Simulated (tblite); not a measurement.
# C48H42Br6O6: the cost of one run

Computed with tblite 0.8.0 and PySCF 2.14.0 and routines of our own; the level stands in each step. Atoms count from 0.

## Step 1: The system as given

102 atoms, charge 0, multiplicity 1; geometry from: force field, distance geometry or constructed start.

## Step 2: Geometry optimisation with GFN2-xTB

Job settings and geometry (Å):

```
{"job": {"kind": "relax", "xc": "GFN2-xTB", "basis": "xTB"}, "charge": 0, "multiplicity": 1}
C      0.992400    -1.860100    -0.720200
O      0.026800    -2.378600     0.195900
C      0.164800    -3.740100     0.351900
C      0.909100    -4.228500     1.429000
C      0.972500    -5.623900     1.635700
C      0.300500    -6.489100     0.769500
Br     0.411900    -8.353500     1.048600
C     -0.455700    -5.988600    -0.279600
C     -0.556700    -4.607900    -0.494800
C     -1.465400    -4.101200    -1.602200
C     -2.679600    -3.303900    -1.169700
C     -3.345700    -3.598700     0.032800
C     -4.443500    -2.839100     0.438600
Br    -5.311000    -3.245800     2.058900
C     -4.897000    -1.773700    -0.346200
C     -4.265100    -1.458800    -1.553400
C     -3.194000    -2.272600    -1.981400
O     -2.590700    -2.026000    -3.191600
C     -3.233700    -2.760700    -4.227900
C     -4.752600    -0.289100    -2.390100
C     -4.857700     1.037400    -1.655900
C     -6.072700     1.391900    -1.049500
C     -6.195400     2.608600    -0.372100
Br    -7.845400     3.049200     0.440900
C     -5.130500     3.497100    -0.318300
C     -3.912700     3.175300    -0.928600
C     -3.771500     1.932000    -1.574300
O     -2.607200     1.641800    -2.234300
C     -1.690800     0.917000    -1.410500
C     -2.780700     4.192600    -0.893000
C     -1.681000     3.951300     0.121600
C     -1.959400     3.352600     1.364300
C     -0.926700     3.078500     2.259300
Br    -1.311200     2.226000     3.908400
C      0.392300     3.402600     1.943900
C      0.695100     4.034700     0.728400
C     -0.358400     4.341000    -0.153800
O     -0.063100     4.960000    -1.344700
C     -0.198300     6.370800    -1.212100
C      2.139200     4.297500     0.381900
C      2.872400     3.043300    -0.067200
C      2.635400     2.538300    -1.356700
C      3.230800     1.358200    -1.781100
Br     2.875200     0.687800    -3.511800
C      4.050300     0.641600    -0.915000
C      4.293100     1.103000     0.384500
C      3.741200     2.334300     0.777900
O      3.983300     2.823100     2.042400
C      5.169300     3.623200     2.034100
C      5.136100     0.271800     1.339200
C      4.711300    -1.187600     1.474800
C      5.632700    -2.186600     1.126700
C      5.260500    -3.527800     1.221500
Br     6.503700    -4.873700     0.755400
C      3.982700    -3.888100     1.642700
C      3.033800    -2.902400     1.979300
C      3.441500    -1.561200     1.935900
O      2.537000    -0.567100     2.267000
C      2.601200    -0.267700     3.664400
C      1.632800    -3.309500     2.398800
H      0.545100    -1.805100    -1.717300
H      1.231800    -0.838900    -0.407400
H      1.917600    -2.438000    -0.755700
H      1.543400    -6.022600     2.467300
H     -0.991000    -6.678000    -0.925600
H     -0.841800    -3.514200    -2.286100
H     -1.828600    -4.945800    -2.196500
H     -2.993000    -4.408300     0.675300
H     -5.747400    -1.202100    -0.004100
H     -4.289500    -2.484400    -4.324400
H     -3.146400    -3.845300    -4.060900
H     -2.730100    -2.526600    -5.168400
H     -5.739900    -0.559500    -2.791300
H     -4.130000    -0.133300    -3.278700
H     -6.919100     0.716900    -1.110400
H     -5.242500     4.445000     0.192500
H     -2.124200     0.572900    -0.460000
H     -1.334800     0.052900    -1.966200
H     -0.822800     1.543400    -1.208300
H     -2.363800     4.235400    -1.906600
H     -3.200300     5.188800    -0.704700
H     -2.977100     3.061700     1.627500
H      1.194600     3.142200     2.642000
H      0.114000     6.826500    -2.156600
H     -1.249300     6.665800    -1.032200
H      0.437600     6.775200    -0.413300
H      2.634300     4.750300     1.249000
H      2.231700     5.055500    -0.406400
H      1.954100     3.079000    -2.027200
H      4.490100    -0.299000    -1.251700
H      5.300100     4.036800     3.042300
H      6.055500     3.021300     1.792300
H      5.076800     4.465500     1.334100
H      6.176600     0.329500     0.982700
H      5.150100     0.701600     2.345400
H      6.623200    -1.925100     0.780000
H      3.717000    -4.940300     1.692600
H      3.609400     0.033400     3.961700
H      2.264400    -1.114600     4.269000
H      1.930500     0.571500     3.850700
H      1.001800    -2.442200     2.571700
H      1.705600    -3.798000     3.387300
```

Started as:

```sh
OMP_NUM_THREADS=8 python large_run.py task.json out
```

This one command runs all jobs of the session in turn.

**Question.** How long does this first job take on 8 threads of Arm Neoverse V2, shared host, and how much memory does it need?

About 28 s, with a peak of 0.21 GiB.
